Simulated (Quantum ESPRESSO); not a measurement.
Wanted: the native input for a Quantum ESPRESSO 7.5 run.

```
Task                        : relaxation of the atoms
Functional                  : LDA
Potentials or basis         : GBRV 1.5 LDA
Cutoff                      : 762 eV
Density cutoff              : 6095 eV
k mesh                      : 16 × 16 × 16
Occupations                 : methfessel-paxton, width 0.1 eV
Spin                        : no spin polarisation
Form of the LDA correlation : PZ81
Mixing beta                 : 0.5
Most SCF iterations         : 120
SCF threshold               : 6e-10 Ry
Most ionic steps            : 40
Forc conv thr               : 0.0004 Ry/bohr
Etot conv thr               : 1e-05 Ry
Ion dynamics                : bfgs
```

Crystal: CoSi2.

```
Co Si
1.0
     2.19623    0.00000    3.07543
    -1.09812    1.90199    3.07543
    -1.09812   -1.90199    3.07543
Co Si
1 2
Direct
  0.00000 0.00000 0.00000
  0.25000 0.25000 0.25000
  0.75000 0.75000 0.75000
```

The cell was built by a generator and needn't be a form met in nature.

The input as run:

pw.in

```
&CONTROL
  calculation = 'relax'
  prefix = 'pwscf'
  outdir = './tmp'
  pseudo_dir = './pseudo'
  tprnfor = .true.
  disk_io = 'low'
  nstep = 40
  forc_conv_thr = 0.0004
  etot_conv_thr = 1d-05
/
&SYSTEM
  ibrav = 0
  nat = 3
  ntyp = 2
  ecutwfc = 56
  ecutrho = 448
  nbnd = 19
  occupations = 'smearing'
  smearing = 'mp'
  degauss = 0.00734986
/
&ELECTRONS
  conv_thr = 6d-10
  electron_maxstep = 120
  mixing_beta = 0.5
/
&IONS
  ion_dynamics = 'bfgs'
/
ATOMIC_SPECIES
Co    58.9332 co_lda_v1.2.uspp.F.UPF
Si    28.0850 si_lda_v1.uspp.F.UPF
CELL_PARAMETERS angstrom
   2.1962314665    0.0000000000    3.0754301067
  -1.0981157333    1.9019922426    3.0754301067
  -1.0981157333   -1.9019922426    3.0754301067
ATOMIC_POSITIONS crystal
Co     0.0000000000    0.0000000000    0.0000000000
Si     0.2500000000    0.2500000000    0.2500000000
Si     0.7500000000    0.7500000000    0.7500000000
K_POINTS automatic
16 16 16 0 0 0
```

Potentials or basis: GBRV 1.5 LDA.

The run is started by

```bash
$ OMP_NUM_THREADS=1 pw.x -in pw.in > pw.out
```

Results of the run:

```json
{
 "Energy gained by relaxing": "0.3 meV/atom",
 "Ionic steps": "5",
 "Band gap on the k mesh": "none (metal or under the smearing width)"
}
```

It took 17 min on 1 thread of AMD EPYC 7R43 64-Core Processor (Zen 3) (shared host), peak memory 0.42 GiB.
